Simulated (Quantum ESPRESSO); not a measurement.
# TaO (P6/mmm) in Quantum ESPRESSO: equation of state

How stiff is TaO in PBE, and what volume does it want? The cell is scaled to several volumes.

Program: Quantum ESPRESSO 7.5. These are calculated values, not measurements. Logs are shortened: lines on timing, memory, paths and dates and some standing lists are left out, and cuts for length are marked.

**1. Starting point**

Symmetry: P6/mmm, No. 191, hexagonal system. The conventional cell has a = 3.066 Å, b = 3.066 Å, c = 3.855 Å, α = 90.00°, β = 90.00°, γ = 120.00°. Ta (site symmetry 6/mmm) has 2 O at 1.93 Å as nearest neighbours. O (site symmetry 6/mmm) is surrounded by 2 Ta at 1.93 Å.

The cell was built by a generator and needn't be a form met in nature.

**2. Single point, PBE, 14.75 Å³/atom**

The input, pw.in:

```
&CONTROL
  calculation = 'scf'
  prefix = 'pwscf'
  outdir = './tmp'
  pseudo_dir = './pseudo'
  tstress = .true.
  disk_io = 'nowf'
/
&SYSTEM
  ibrav = 0
  nat = 2
  ntyp = 2
  ecutwfc = 55
  ecutrho = 440
  nbnd = 16
  occupations = 'smearing'
  smearing = 'fd'
  degauss = 0.00367493
/
&ELECTRONS
  conv_thr = 4d-10
  electron_maxstep = 120
  mixing_beta = 0.5
/
ATOMIC_SPECIES
Ta   180.9479 Ta_pbe_v1.uspp.F.UPF
O     15.9990 O.pbe-n-kjpaw_psl.0.1.UPF
CELL_PARAMETERS angstrom
   3.0035187638    0.0000000000    0.0000000000
  -1.5017642798    2.6011243821    0.0000000000
   0.0000000000    0.0000000000    3.7763240408
ATOMIC_POSITIONS crystal
Ta     0.0000000000    0.0000000000    0.5000000000
O      0.0000000000    0.0000000000    0.0000000000
K_POINTS automatic
10 10 7 0 0 0
```

Potentials or basis: SSSP 1.3 efficiency PBE.

Run with:

```sh
$ OMP_NUM_THREADS=1 pw.x -in pw.in > pw.out
```

pw.out:

```text
This program is part of the open-source Quantum ESPRESSO suite
     for quantum simulation of materials; please cite
         "P. Giannozzi et al., J. Phys.:Condens. Matter 21 395502 (2009);
         "P. Giannozzi et al., J. Phys.:Condens. Matter 29 465901 (2017);
         "P. Giannozzi et al., J. Chem. Phys. 152 154105 (2020);
     in publications or presentations arising from this work. More details at

     file O.pbe-n-kjpaw_psl.0.1.UPF: wavefunction(s)  2P renormalized
     Message from routine setup:
     using ibrav=0 with symmetry is DISCOURAGED, use correct ibrav instead

     G-vector sticks info
     --------------------
     sticks:   dense  smooth     PW     G-vecs:    dense   smooth      PW
     Sum         967     499    163                31001    11019    2173

     Using Slab Decomposition

     bravais-lattice index     =            0
     lattice parameter (alat)  =       5.6758  a.u.
     unit-cell volume          =     199.0936 (a.u.)^3
     number of atoms/cell      =            2
     number of atomic types    =            2
     number of electrons       =        19.00
     number of Kohn-Sham states=           16
     kinetic-energy cutoff     =      55.0000  Ry
     charge density cutoff     =     440.0000  Ry
     scf convergence threshold =      4.0E-10
     mixing beta               =       0.5000
     number of iterations used =            8  plain     mixing
     Exchange-correlation= SLA  PW   PBX  PBC
                           (   1   4   3   4   0   0   0)

     celldm(1)=   5.675828  celldm(2)=   0.000000  celldm(3)=   0.000000
     celldm(4)=   0.000000  celldm(5)=   0.000000  celldm(6)=   0.000000

     crystal axes: (cart. coord. in units of alat)
               a(1) = (   1.000000   0.000000   0.000000 )
               a(2) = (  -0.500002   0.866026   0.000000 )
               a(3) = (   0.000000   0.000000   1.257300 )

     reciprocal axes: (cart. coord. in units 2 pi/alat)
               b(1) = (  1.000000  0.577352 -0.000000 )
               b(2) = (  0.000000  1.154700  0.000000 )
               b(3) = (  0.000000 -0.000000  0.795355 )

     PseudoPot. # 1 for Ta read from file:
     Ta_pbe_v1.uspp.F.UPF
     Pseudo is Ultrasoft + core correction, Zval = 13.0
     Generated by new atomic code, or converted to UPF format
     Using radial grid of  921 points,  7 beta functions with:
                l(1) =   0
                l(2) =   0
                l(3) =   1
                l(4) =   1
                l(5) =   2
                l(6) =   2
                l(7) =   3
     Q(r) pseudized with  6 coefficients,  rinner =    1.300   1.300   1.300
                                                       1.300   1.300   1.300
                                                       1.300

     PseudoPot. # 2 for O  read from file:
     O.pbe-n-kjpaw_psl.0.1.UPF
     Pseudo is Projector augmented-wave + core cor, Zval =  6.0
     Generated using "atomic" code by A. Dal Corso  v.5.0.99 svn rev. 10869
     Shape of augmentation charge: BESSEL
     Using radial grid of 1095 points,  4 beta functions with:
                l(1) =   0
                l(2) =   0
                l(3) =   1
                l(4) =   1
     Q(r) pseudized with 0 coefficients

     atomic species   valence    mass     pseudopotential
     Ta               13.00   180.94790     Ta( 1.00)
     O                 6.00    15.99900     O ( 1.00)

      4 Sym. Ops., with inversion, found

   Cartesian axes

     site n.     atom                  positions (alat units)
         1        Ta     tau(   1) = (   0.0000000   0.0000000   0.6286500  )
         2        O      tau(   2) = (   0.0000000   0.0000000   0.0000000  )

     number of k points=   208  Fermi-Dirac smearing, width (Ry)=  0.0037

     Number of k-points >= 100: set verbosity='high' to print them.

     Dense  grid:    31001 G-vectors     FFT dimensions: (  40,  40,  48)

     Smooth grid:    11019 G-vectors     FFT dimensions: (  27,  27,  36)

     Initial potential from superposition of free atoms

     starting charge      18.9989, renormalised to      19.0000

     negative rho (up, down):  9.448E-02 0.000E+00
     Starting wfcs are   17 randomized atomic wfcs

     Self-consistent Calculation

     iteration #  1     ecut=    55.00 Ry     beta= 0.50
     Davidson diagonalization with overlap
     ethr =  1.00E-02,  avg # of iterations =  4.3

     negative rho (up, down):  9.653E-02 0.000E+00

     total energy              =    -183.39901004 Ry
     estimated scf accuracy    <       0.48203214 Ry

     iteration #  2     ecut=    55.00 Ry     beta= 0.50
     Davidson diagonalization with overlap
     ethr =  2.54E-03,  avg # of iterations =  2.0

     negative rho (up, down):  9.734E-02 0.000E+00

     total energy              =    -183.46997938 Ry
     estimated scf accuracy    <       0.59915096 Ry

     iteration #  3     ecut=    55.00 Ry     beta= 0.50
     Davidson diagonalization with overlap
     ethr =  2.54E-03,  avg # of iterations =  1.7

     negative rho (up, down):  9.842E-02 0.000E+00

     total energy              =    -183.59693955 Ry
     estimated scf accuracy    <       0.01530975 Ry

     iteration #  4     ecut=    55.00 Ry     beta= 0.50
     Davidson diagonalization with overlap
     ethr =  8.06E-05,  avg # of iterations =  3.0

     negative rho (up, down):  9.919E-02 0.000E+00

     total energy              =    -183.59924161 Ry
     estimated scf accuracy    <       0.00068045 Ry

     iteration #  5     ecut=    55.00 Ry     beta= 0.50
     Davidson diagonalization with overlap
     ethr =  3.58E-06,  avg # of iterations =  3.9

     negative rho (up, down):  9.923E-02 0.000E+00

     total energy              =    -183.59921316 Ry
     estimated scf accuracy    <       0.00019572 Ry

     iteration #  6     ecut=    55.00 Ry     beta= 0.50
     Davidson diagonalization with overlap
     ethr =  1.03E-06,  avg # of iterations =  2.3

     negative rho (up, down):  9.925E-02 0.000E+00

     total energy              =    -183.59926790 Ry
     estimated scf accuracy    <       0.00002831 Ry

     iteration #  7     ecut=    55.00 Ry     beta= 0.50
     Davidson diagonalization with overlap
     ethr =  1.49E-07,  avg # of iterations =  1.1

     negative rho (up, down):  9.926E-02 0.000E+00

     total energy              =    -183.59927168 Ry
     estimated scf accuracy    <       0.00000051 Ry

     iteration #  8     ecut=    55.00 Ry     beta= 0.50
     Davidson diagonalization with overlap
     ethr =  2.68E-09,  avg # of iterations =  2.1

     negative rho (up, down):  9.926E-02 0.000E+00

     total energy              =    -183.59927183 Ry
     estimated scf accuracy    <       0.00000002 Ry

     iteration #  9     ecut=    55.00 Ry     beta= 0.50
     Davidson diagonalization with overlap
     ethr =  9.74E-11,  avg # of iterations =  1.4

     negative rho (up, down):  9.926E-02 0.000E+00

     total energy              =    -183.59927183 Ry
     estimated scf accuracy    <          9.1E-09 Ry

     iteration # 10     ecut=    55.00 Ry     beta= 0.50
     Davidson diagonalization with overlap
     ethr =  4.81E-11,  avg # of iterations =  1.3

     negative rho (up, down):  9.926E-02 0.000E+00

     End of self-consistent calculation

     Number of k-points >= 100: set verbosity='high' to print the bands.

     the Fermi energy is    12.9703 ev

!    total energy              =    -183.59927183 Ry
     estimated scf accuracy    <          1.3E-10 Ry
     smearing contrib. (-TS)   =      -0.00165758 Ry
     internal energy E=F+TS    =    -183.59761425 Ry

     The total energy is F=E-TS. E is the sum of the following terms:
     one-electron contribution =     -37.31446316 Ry
     hartree contribution      =      27.48513907 Ry
     xc contribution           =     -49.67269547 Ry
     ewald contribution        =    -114.57732294 Ry
     one-center paw contrib.   =      -9.51827176 Ry

     convergence has been achieved in  10 iterations

     Computing stress (Cartesian axis) and pressure

     negative rho (up, down):  9.926E-02 0.000E+00
          total   stress  (Ry/bohr**3)                   (kbar)     P=      133.84
   0.00034622   0.00000000   0.00000000           50.93        0.00        0.00
   0.00000000   0.00034622   0.00000000            0.00       50.93        0.00
   0.00000000   0.00000000   0.00203700            0.00        0.00      299.65

=------------------------------------------------------------------------------=
   JOB DONE.
=------------------------------------------------------------------------------=
```

Wall time 78 s (1 thread of Arm Neoverse V1, shared host); peak memory 0.3 GiB.

Results:

```yaml
Free_energy: -2497.9954 eV
Pressure: 13.4 GPa
Band_gap_on_the_k_mesh: none (metal or under the smearing width)
```

Caveat: an odd number of electrons without spin polarisation forces a metal; a magnetic or distorted state may lie lower.

**3. Single point, PBE, 15.07 Å³/atom**

Edit pw.in of step 2 so:

```diff
@@ -28,5 +28,5 @@
 CELL_PARAMETERS angstrom
-   3.0035187638    0.0000000000    0.0000000000
-  -1.5017642798    2.6011243821    0.0000000000
-   0.0000000000    0.0000000000    3.7763240408
+   3.0246710013    0.0000000000    0.0000000000
+  -1.5123404331    2.6194427629    0.0000000000
+   0.0000000000    0.0000000000    3.8029187483
 ATOMIC_POSITIONS crystal
```

Potentials or basis: SSSP 1.3 efficiency PBE.

Run with:

```sh
$ OMP_NUM_THREADS=1 pw.x -in pw.in > pw.out
```

Wall time 81 s (1 thread of Arm Neoverse V1, shared host); peak memory 0.31 GiB.

Results (log left out):

```yaml
Free_energy: -2498.0386 eV
Pressure: 8.5 GPa
Band_gap_on_the_k_mesh: none (metal or under the smearing width)
```

Caveat: an odd number of electrons without spin polarisation forces a metal; a magnetic or distorted state may lie lower.

**4. Single point, PBE, 15.38 Å³/atom**

Edit pw.in of step 3 so:

```diff
@@ -28,5 +28,5 @@
 CELL_PARAMETERS angstrom
-   3.0246710013    0.0000000000    0.0000000000
-  -1.5123404331    2.6194427629    0.0000000000
-   0.0000000000    0.0000000000    3.8029187483
+   3.0455314605    0.0000000000    0.0000000000
+  -1.5227706967    2.6375084563    0.0000000000
+   0.0000000000    0.0000000000    3.8291466030
 ATOMIC_POSITIONS crystal
```

Run with:

```sh
$ OMP_NUM_THREADS=1 pw.x -in pw.in > pw.out
```

Run time: 81 s. Hardware: 1 thread of Arm Neoverse V1, shared host; peak memory 0.31 GiB.

The run converged. Its results:

```
Free energy            : -2498.0637 eV
Pressure               : 4.1 GPa
Band gap on the k mesh : none (metal or under the smearing width)
```

Caveat: an odd number of electrons without spin polarisation forces a metal; a magnetic or distorted state may lie lower.

**5. Single point, PBE, 15.69 Å³/atom**

Edit pw.in of step 4 so:

```diff
@@ -28,5 +28,5 @@
 CELL_PARAMETERS angstrom
-   3.0455314605    0.0000000000    0.0000000000
-  -1.5227706967    2.6375084563    0.0000000000
-   0.0000000000    0.0000000000    3.8291466030
+   3.0661100000    0.0000000000    0.0000000000
+  -1.5330600000    2.6553300000    0.0000000000
+   0.0000000000    0.0000000000    3.8550200000
 ATOMIC_POSITIONS crystal
```

Run with:

```sh
$ OMP_NUM_THREADS=1 pw.x -in pw.in > pw.out
```

It took 81 s on 1 thread of Arm Neoverse V1, shared host; peak memory 0.32 GiB.

It converged, with:

| Quantity | Value |
| --- | --- |
| Free energy | -2498.0722 eV |
| Pressure | 0.1 GPa |
| Band gap on the k mesh | none (metal or under the smearing width) |

Caveat: an odd number of electrons without spin polarisation forces a metal; a magnetic or distorted state may lie lower.

**6. Single point, PBE, 16.01 Å³/atom**

Edit pw.in of step 5 so:

```diff
@@ -28,5 +28,5 @@
 CELL_PARAMETERS angstrom
-   3.0661100000    0.0000000000    0.0000000000
-  -1.5330600000    2.6553300000    0.0000000000
-   0.0000000000    0.0000000000    3.8550200000
+   3.0864159560    0.0000000000    0.0000000000
+  -1.5432130111    2.6729154794    0.0000000000
+   0.0000000000    0.0000000000    3.8805506778
 ATOMIC_POSITIONS crystal
```

Potentials or basis: SSSP 1.3 efficiency PBE.

Run with:

```sh
$ OMP_NUM_THREADS=1 pw.x -in pw.in > pw.out
```

pw.out:

```text
This program is part of the open-source Quantum ESPRESSO suite
     for quantum simulation of materials; please cite
         "P. Giannozzi et al., J. Phys.:Condens. Matter 21 395502 (2009);
         "P. Giannozzi et al., J. Phys.:Condens. Matter 29 465901 (2017);
         "P. Giannozzi et al., J. Chem. Phys. 152 154105 (2020);
     in publications or presentations arising from this work. More details at

     file O.pbe-n-kjpaw_psl.0.1.UPF: wavefunction(s)  2P renormalized
     Message from routine setup:
     using ibrav=0 with symmetry is DISCOURAGED, use correct ibrav instead

     G-vector sticks info
     --------------------
     sticks:   dense  smooth     PW     G-vecs:    dense   smooth      PW
     Sum        1039     511    163                33655    11945    2257

     Using Slab Decomposition

     bravais-lattice index     =            0
     lattice parameter (alat)  =       5.8325  a.u.
[... 77 lines left out ...]

     negative rho (up, down):  9.383E-02 0.000E+00
     Starting wfcs are   17 randomized atomic wfcs

     Self-consistent Calculation

     iteration #  1     ecut=    55.00 Ry     beta= 0.50
     Davidson diagonalization with overlap
     ethr =  1.00E-02,  avg # of iterations =  4.2

     negative rho (up, down):  9.602E-02 0.000E+00
[... 76 lines left out ...]
     iteration # 10     ecut=    55.00 Ry     beta= 0.50
     Davidson diagonalization with overlap
     ethr =  5.33E-11,  avg # of iterations =  2.0

     negative rho (up, down):  9.893E-02 0.000E+00

     End of self-consistent calculation

     Number of k-points >= 100: set verbosity='high' to print the bands.

     the Fermi energy is    11.6100 ev

!    total energy              =    -183.60445574 Ry
     estimated scf accuracy    <          1.5E-10 Ry
     smearing contrib. (-TS)   =      -0.00186447 Ry
     internal energy E=F+TS    =    -183.60259127 Ry

     The total energy is F=E-TS. E is the sum of the following terms:
     one-electron contribution =     -41.75097867 Ry
     hartree contribution      =      28.69232034 Ry
     xc contribution           =     -49.52478479 Ry
     ewald contribution        =    -111.49992232 Ry
     one-center paw contrib.   =      -9.51922583 Ry

     convergence has been achieved in  10 iterations

     Computing stress (Cartesian axis) and pressure

     negative rho (up, down):  9.893E-02 0.000E+00
          total   stress  (Ry/bohr**3)                   (kbar)     P=      -35.20
  -0.00011866   0.00000000   0.00000000          -17.46        0.00        0.00
   0.00000000  -0.00011866   0.00000000            0.00      -17.46        0.00
   0.00000000   0.00000000  -0.00048055            0.00        0.00      -70.69

=------------------------------------------------------------------------------=
   JOB DONE.
=------------------------------------------------------------------------------=
```

It took 81 s on 1 thread of Arm Neoverse V1, shared host; peak memory 0.32 GiB.

What came out:

- Free energy: -2498.0659 eV
- Pressure: -3.5 GPa
- Band gap on the k mesh: none (metal or under the smearing width)

Caveat: an odd number of electrons without spin polarisation forces a metal; a magnetic or distorted state may lie lower.

**7. Single point, PBE, 16.32 Å³/atom**

Edit pw.in of step 6 so:

```diff
@@ -28,5 +28,5 @@
 CELL_PARAMETERS angstrom
-   3.0864159560    0.0000000000    0.0000000000
-  -1.5432130111    2.6729154794    0.0000000000
-   0.0000000000    0.0000000000    3.8805506778
+   3.1064581796    0.0000000000    0.0000000000
+  -1.5532341556    2.6902725597    0.0000000000
+   0.0000000000    0.0000000000    3.9057497649
 ATOMIC_POSITIONS crystal
```

Run with:

```sh
$ OMP_NUM_THREADS=1 pw.x -in pw.in > pw.out
```

Run time: 82 s. Hardware: 1 thread of Arm Neoverse V1, shared host; peak memory 0.33 GiB.

It converged, with:

```yaml
Free_energy: -2498.0461 eV
Pressure: -6.8 GPa
Band_gap_on_the_k_mesh: none (metal or under the smearing width)
```

Caveat: an odd number of electrons without spin polarisation forces a metal; a magnetic or distorted state may lie lower.

**8. Single point, PBE, 16.63 Å³/atom**

Edit pw.in of step 7 so:

```diff
@@ -28,5 +28,5 @@
 CELL_PARAMETERS angstrom
-   3.1064581796    0.0000000000    0.0000000000
-  -1.5532341556    2.6902725597    0.0000000000
-   0.0000000000    0.0000000000    3.9057497649
+   3.1262450710    0.0000000000    0.0000000000
+  -1.5631276335    2.7074085158    0.0000000000
+   0.0000000000    0.0000000000    3.9306278227
 ATOMIC_POSITIONS crystal
```

Run with:

```sh
$ OMP_NUM_THREADS=1 pw.x -in pw.in > pw.out
```

It took 85 s on 1 thread of Arm Neoverse V1, shared host; peak memory 0.33 GiB.

It converged, with:

- Free energy: -2498.0141 eV
- Pressure: -9.7 GPa
- Band gap on the k mesh: none (metal or under the smearing width)

Caveat: an odd number of electrons without spin polarisation forces a metal; a magnetic or distorted state may lie lower.

**9. Equation of state, PBE**

Potentials or basis: SSSP 1.3 efficiency PBE.

This step only gathers the single runs of the series.

Results:

- Equilibrium volume: 15.71 Å³/atom
- Bulk modulus at fixed shape and positions: 189 GPa
- Pressure derivative of the bulk modulus: 4.1

Energy against volume, from the lowest point:
```tsv
volume (Å³/atom)	energy (meV/atom)
14.751	38.43
15.065	16.80
15.379	4.28
15.693	0.00
16.007	3.17
16.321	13.07
16.634	29.04
```

Caveat: the cell was scaled at fixed shape and fractional positions, which overstates the stiffness of a crystal with free parameters, most of all of layers and chains. Spin-orbit coupling is left out, which matters for the levels of Ta.
